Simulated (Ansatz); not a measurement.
# CH3BClFO: how energies converge with the basis set

How large a basis does CH3BClFO need? Two functionals are run in growing sets.

The runs use Ansatz 0.2.0, Gaussian basis; one geometry, several basis sets.

Plan: PBE0-D4/def2-SVP; ωB97M-V/def2-SVP; PBE0-D4/def2-QZVPP; ωB97M-V/def2-QZVPP; the functionals' def2-TZVPP values are taken from earlier runs.

### Step 1. The relaxed structure

The geometry comes from an earlier relaxation with PBE0-D4 in a triple-zeta def2 set; it is a stationary point, not always the lowest conformer.

SMILES `BC(O)(F)Cl`, 8 atoms, charge 0, spin multiplicity 1.

Atoms are counted from 1 here; the program's logs count them from 0.

Bond lengths: B1–C2 1.545 Å, B1–H6 1.192 Å, B1–H7 1.187 Å, C2–O3 1.458 Å, C2–F4 1.346 Å, C2–Cl5 1.742 Å, O3–H8 0.968 Å. Angles: C2–B1–H6 116.5°, C2–B1–H7 119.5°, H6–B1–H7 123.9°, B1–C2–O3 74.1°, B1–C2–F4 121.2°, B1–C2–Cl5 125.0°, O3–C2–F4 108.7°, O3–C2–Cl5 110.1°, F4–C2–Cl5 109.4°, C2–O3–H8 107.1°.

### Step 2. PBE0-D4 in def2-SVP

Contents of in.yaml:

```yaml
crystal:
  periodic: [false, false, false]
  atoms:
    - {symbol: B, position_ang: [-0.496727, 0.835931, 0.196684]}
    - {symbol: C, position_ang: [0.656000, -0.125712, -0.169042]}
    - {symbol: O, position_ang: [-0.573104, -0.892271, -0.337222]}
    - {symbol: F, position_ang: [1.403686, -0.711802, 0.783820]}
    - {symbol: Cl, position_ang: [1.548083, -0.091841, -1.664662]}
    - {symbol: H, position_ang: [-0.796518, 0.892223, 1.348882]}
    - {symbol: H, position_ang: [-0.991579, 1.504401, -0.650038]}
    - {symbol: H, position_ang: [-0.657639, -1.468131, 0.435879]}
basis:
  gaussian: {orbitals: def2-SVP}
hamiltonian: {xc: pbe0, dispersion: d4}
output: {orbitals: {seedname: orbitals}}
```

The run is started by

```
$ ansatz run in.yaml --threads 2 --pin off --events-out ev --progress --plain --max-ram 4352MiB
```

The runs that follow: ωB97M-V in def2-SVP; PBE0-D4 in def2-QZVPP; ωB97M-V in def2-QZVPP.

Q: Predict the results of all the runs planned. Wanted: PBE0-D4: double and triple zeta above quadruple; ωB97M-V: double and triple zeta above quadruple.

The runs gave:

| quantity | value |
| --- | --- |
| PBE0-D4: double and triple zeta above quadruple | 12.81, 0.71 eV |
| ωB97M-V: double and triple zeta above quadruple | 12.93, 0.67 eV |

What this shows: For PBE0-D4 the step from double to triple zeta gains 12.10 eV and the next only 0.71 eV. These are total energies; as a rule much of such shifts cancels in differences, which this series doesn't test. The LUMO of ωB97M-V is positive and keeps falling with the basis (1.95 to 0.94 eV): an unbound level that the basis holds in place.
